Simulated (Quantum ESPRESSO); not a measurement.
Wanted: the native input for a Quantum ESPRESSO 7.5 run.

```
Task                : single point
Functional          : PBEsol
Potentials or basis : GBRV 1.5 PBEsol
Cutoff              : 612 eV
Density cutoff      : 4898 eV
k mesh              : 12 × 12 × 4
Occupations         : methfessel-paxton, width 0.1 eV
Spin                : no spin polarisation
Mixing beta         : 0.5
Most SCF iterations : 120
SCF threshold       : 8e-10 Ry
```

C:

```xyz
4
Lattice="2.4610 0.0000 0.0000 -1.2305 2.1313 0.0000 0.0000 0.0000 6.7080" Properties=species:S:1:pos:R:3 pbc="T T T"
C     0.0000    0.0000    1.6770
C     0.0000    0.0000    5.0310
C     0.0000    1.4209    1.6770
C     1.2305    0.7104    5.0310
```

The cell was built by a generator and needn't be a form met in nature.

One way to write it, as run:

pw.in

```
&CONTROL
  calculation = 'scf'
  prefix = 'pwscf'
  outdir = './tmp'
  pseudo_dir = './pseudo'
  tprnfor = .true.
  tstress = .true.
  disk_io = 'nowf'
/
&SYSTEM
  ibrav = 0
  nat = 4
  ntyp = 1
  ecutwfc = 45
  ecutrho = 360
  nbnd = 14
  occupations = 'smearing'
  smearing = 'mp'
  degauss = 0.00734986
/
&ELECTRONS
  conv_thr = 8d-10
  electron_maxstep = 120
  mixing_beta = 0.5
/
ATOMIC_SPECIES
C     12.0110 c_pbesol_v1.2.uspp.F.UPF
CELL_PARAMETERS angstrom
   2.4610000000    0.0000000000    0.0000000000
  -1.2305000000    2.1312900000    0.0000000000
   0.0000000000    0.0000000000    6.7080000000
ATOMIC_POSITIONS crystal
C      0.0000000000    0.0000000000    0.2500000000
C      0.0000000000    0.0000000000    0.7500000000
C      0.3333333333    0.6666666667    0.2500000000
C      0.6666666667    0.3333333333    0.7500000000
K_POINTS automatic
12 12 4 0 0 0
```

Potentials or basis: GBRV 1.5 PBEsol.

Launch:

```console
$ OMP_NUM_THREADS=1 mpirun -n 4 pw.x -nk 4 -in pw.in > pw.out
```

It gave:

| Item | Value |
| --- | --- |
| Pressure | -0.4 GPa |
| Band gap on the k mesh | none (metal or under the smearing width) |

Caveat: this functional lacks dispersion, which binds the layers, so the pressure and a relaxed spacing across them are unreliable.

It took 5.4 s on 4 MPI ranks on AMD EPYC 7R43 64-Core Processor (Zen 3), with other jobs on the host, peak memory 0.24 GiB a rank.
